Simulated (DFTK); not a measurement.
Crystal: HPbNO4.

```
H Pb N O
1.0
     4.12040   -0.00081   -0.01120
     0.00404    6.42722    0.05360
     0.02791    3.20707    7.74994
H Pb N O
2 2 2 8
Direct
  0.90366 0.21821 0.48851
  0.40337 0.78177 0.51142
  0.39455 0.30863 0.70725
  0.89489 0.69135 0.29266
  0.63409 0.19990 0.20730
  0.13386 0.80012 0.79275
  0.90829 0.32866 0.54369
  0.53792 0.39076 0.19497
  0.53483 0.11279 0.10602
  0.83718 0.08887 0.32672
  0.40817 0.67132 0.45624
  0.03774 0.60924 0.80520
  0.03429 0.88737 0.89397
  0.33716 0.91101 0.67330
```

The cell was built by a generator and needn't be a form met in nature.

Base run:

```yaml
Program: DFTK 0.8.2
Functional: PBEsol
Potentials_or_basis: SPMS 1.0 (PBE)
Cutoff: 1225 eV
k_mesh: 4 × 3 × 2
Occupations: fermi-dirac, width 0.05 eV
Spin: no spin polarisation
```

Its results: band gap on the k mesh 3.29 eV, indirect (least direct gap 3.38 eV); pressure -2.7 GPa; largest force 0.302 eV/Å.

**Question.** The run is repeated on the same cell with these changes: functional from PBEsol to PBE. What comes out?

**Answer.** Band gap on the k mesh 3.29 eV, indirect (least direct gap 3.39 eV); pressure -0.2 GPa; largest force 0.171 eV/Å.

PBE binds less tightly than PBEsol, so the same cell stands under more pressure.

Caveats: spin-orbit coupling is left out, which as a rule narrows the gap of such compounds by several tenths of an eV; the potentials were made for another functional, which shifts forces and pressure (some runs); an odd mesh through Γ misses points on the zone boundary, where band edges often lie (some runs).

Not every run made on this cell is shown here.
